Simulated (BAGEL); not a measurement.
**HF/6-31G(d) (density fitting with qzvpp-jkfit, spherical functions) run of CH4BClS (SMILES CSBCl)**

Aim: the vertical singlet–triplet gap of CH4BClS at HF/6-31G* (density fitting with qzvpp-jkfit, spherical functions), from 2 runs. 

The calculation is run with BAGEL 1.2.2.

## Step 1: The structure to begin with

CH4BClS: 8 atoms, total charge 0, spin state singlet. As SMILES, `CSBCl`. The coordinates come from a PBE0-D4/def2-TZVP relaxation. This is one conformer, not always the lowest.

Bond lengths: C1–S2 1.810 Å, S2–B3 1.766 Å, B3–Cl4 1.749 Å, C1–H5 1.088 Å, C1–H6 1.089 Å, C1–H7 1.089 Å, B3–H8 1.191 Å. Angles: C1–S2–B3 103.2°, S2–B3–Cl4 119.0°, S2–C1–H5 110.2°, S2–C1–H6 109.0°, S2–C1–H7 109.0°, S2–B3–H8 121.7°, Cl4–B3–H8 119.3°, H5–C1–H6 109.7°, H5–C1–H7 109.7°, H6–C1–H7 109.3°.

## Step 2: A single-point energy at HF/6-31G(d) (density fitting with qzvpp-jkfit, spherical functions)

The input, hf.json:

```json
{ "bagel": [

{
  "title": "molecule",
  "basis": "6-31gs.json",
  "df_basis": "qzvpp-jkfit",
  "angstrom": "true",
  "geometry": [
    { "atom": "C", "xyz": [      -0.471000,       1.184200,       0.216300 ] },
    { "atom": "S", "xyz": [       0.979400,       0.341100,      -0.461900 ] },
    { "atom": "B", "xyz": [       0.578900,      -1.367600,      -0.269600 ] },
    { "atom": "Cl", "xyz": [       1.728300,      -2.572200,      -0.805600 ] },
    { "atom": "H", "xyz": [      -1.201900,       0.455300,       0.560900 ] },
    { "atom": "H", "xyz": [      -0.157800,       1.812600,       1.049100 ] },
    { "atom": "H", "xyz": [      -0.912200,       1.808700,      -0.559500 ] },
    { "atom": "H", "xyz": [      -0.451500,      -1.719100,       0.214500 ] }
  ]
},

{
  "title": "hf"
},

{
  "title": "print",
  "file": "orbitals.molden",
  "orbitals": "true"
}

]}
```

The basis set 6-31G* is read from a file made from the Basis Set Exchange's data (not shown).

On the command line:

```console
$ BAGEL_NUM_THREADS=1 BAGEL hf.json > hf.out
```

Output:

```text
* using 1 threads per process

  ===============================================================
  ===============================================================

  *** Geometry ***

  { "atom" : "C", "xyz" : [     -0.890061,      2.237814,      0.408748 ] },
  { "atom" : "S", "xyz" : [      1.850798,      0.644586,     -0.872864 ] },
  { "atom" : "B", "xyz" : [      1.093962,     -2.584389,     -0.509470 ] },
  { "atom" : "Cl", "xyz" : [      3.266014,     -4.860754,     -1.522363 ] },
  { "atom" : "H", "xyz" : [     -2.271262,      0.860392,      1.059947 ] },
  { "atom" : "H", "xyz" : [     -0.298199,      3.425318,      1.982512 ] },
  { "atom" : "H", "xyz" : [     -1.723808,      3.417948,     -1.057302 ] },
  { "atom" : "H", "xyz" : [     -0.853211,     -3.248628,      0.405346 ] },

  Number of auxiliary basis functions:      478

  Since a DF basis is specified, we compute 2- and 3-index integrals:
    o Being stored without compression. Storage requirement is 0.020 GB

  Number of basis functions:       72
  Number of electrons      :       48

    * METHOD: MOLECULE                             0.19

  *** RHF ***

  === Nuclear Repulsion ===
   181.9136159432

      * DIIS with orbital gradients will be used.

  === RHF iteration (6-31gs.json) ===
      0       -921.87350601          0.00977388           0.04
      1       -921.92822537          0.00296337           0.04
      2       -921.93343716          0.00125302           0.04
      3       -921.93432759          0.00020631           0.04
      4       -921.93436077          0.00006706           0.04
      5       -921.93436655          0.00001787           0.04
      6       -921.93436703          0.00000605           0.04
      7       -921.93436708          0.00000196           0.04
      8       -921.93436709          0.00000055           0.04
      9       -921.93436709          0.00000020           0.04
     10       -921.93436709          0.00000008           0.04
     11       -921.93436709          0.00000002           0.04
     12       -921.93436709          0.00000001           0.04
    * SCF iteration converged.

    * Permanent dipole moment:
           (    0.857266,    -0.613460,    -0.400565) a.u.

    * METHOD: HF                                   0.66

    * METHOD: PRINT                                0.01

  ===============================================================
```

Wall time 0.98 s (1 thread of Arm Neoverse V2, shared host).

## Step 3: The triplet, same level

The input, hf.json:

```json
{ "bagel" : [

{
  "title" : "molecule",
  "basis" : "6-31gs.json",
  "df_basis" : "qzvpp-jkfit",
  "angstrom" : "true",
  "geometry" : [
    { "atom" : "C", "xyz" : [   -0.471000,    1.184200,    0.216300 ] },
    { "atom" : "S", "xyz" : [    0.979400,    0.341100,   -0.461900 ] },
    { "atom" : "B", "xyz" : [    0.578900,   -1.367600,   -0.269600 ] },
    { "atom" : "Cl", "xyz" : [    1.728300,   -2.572200,   -0.805600 ] },
    { "atom" : "H", "xyz" : [   -1.201900,    0.455300,    0.560900 ] },
    { "atom" : "H", "xyz" : [   -0.157800,    1.812600,    1.049100 ] },
    { "atom" : "H", "xyz" : [   -0.912200,    1.808700,   -0.559500 ] },
    { "atom" : "H", "xyz" : [   -0.451500,   -1.719100,    0.214500 ] }
  ]
},
{ "title" : "uhf", "nopen" : 2 },
{ "title" : "print", "file" : "orbitals.molden", "orbitals" : "true" }

]}
```

The basis set 6-31G* is read from a file made from the Basis Set Exchange's data (not shown).

On the command line:

```console
$ BAGEL_NUM_THREADS=1 BAGEL hf.json > hf.out
```

Output:

```text
* using 1 threads per process

  ===============================================================
  ===============================================================

  *** Geometry ***

  { "atom" : "C", "xyz" : [     -0.890061,      2.237814,      0.408748 ] },
  { "atom" : "S", "xyz" : [      1.850798,      0.644586,     -0.872864 ] },
  { "atom" : "B", "xyz" : [      1.093962,     -2.584389,     -0.509470 ] },
  { "atom" : "Cl", "xyz" : [      3.266014,     -4.860754,     -1.522363 ] },
  { "atom" : "H", "xyz" : [     -2.271262,      0.860392,      1.059947 ] },
  { "atom" : "H", "xyz" : [     -0.298199,      3.425318,      1.982512 ] },
  { "atom" : "H", "xyz" : [     -1.723808,      3.417948,     -1.057302 ] },
  { "atom" : "H", "xyz" : [     -0.853211,     -3.248628,      0.405346 ] },

  Number of auxiliary basis functions:      478

  Since a DF basis is specified, we compute 2- and 3-index integrals:
    o Being stored without compression. Storage requirement is 0.020 GB

  Number of basis functions:       72
  Number of electrons      :       48

    * METHOD: MOLECULE                             0.18

  *** Open-shell HF ***

  === Nuclear Repulsion ===
   181.9136159432

      * DIIS with orbital gradients will be used.

  === UHF iteration (6-31gs.json) ===
      0       -921.66513505          0.02210939           0.09
      1       -921.75575462          0.00683821           0.09
      2       -921.76703230          0.00250333           0.09
      3       -921.76902324          0.00097184           0.09
      4       -921.76962683          0.00024369           0.09
      5       -921.76971060          0.00007474           0.09
      6       -921.76972108          0.00002871           0.09
      7       -921.76972308          0.00001263           0.09
      8       -921.76972375          0.00000335           0.09
      9       -921.76972383          0.00000097           0.09
     10       -921.76972384          0.00000039           0.09
     11       -921.76972385          0.00000019           0.09
     12       -921.76972385          0.00000010           0.09
     13       -921.76972386          0.00000005           0.09
     14       -921.76972386          0.00000003           0.09
     15       -921.76972386          0.00000002           0.09
     16       -921.76972386          0.00000001           0.09
     17       -921.76972386          0.00000001           0.09
    * SCF iteration converged.

    * S^2 (UHF) is 2.0247

    * Permanent dipole moment:
           (    0.789536,    -2.569659,    -0.363691) a.u.

    * METHOD: UHF                                  1.70

    * METHOD: PRINT                                0.01

  ===============================================================
```

It took 2 s on 1 thread of Arm Neoverse V2, shared host.

## Step 4: Results

At HF/6-31G* (density fitting with qzvpp-jkfit, spherical functions):

```
                                        quantity          value
                           singlet: total energy  -921.93437 Eh
                          singlet: dipole moment         2.87 D
                            singlet: HOMO energy      -10.37 eV
                            singlet: LUMO energy        2.80 eV
                          singlet: HOMO–LUMO gap       13.17 eV
                           triplet: total energy  -921.76972 Eh
                          triplet: dipole moment         6.90 D
                                   triplet: ⟨S²⟩          2.025
vertical energy of the triplet above the singlet       4.480 eV
```

What this shows: At this shape the triplet lies 4.48 eV (103 kcal/mol) above the singlet.
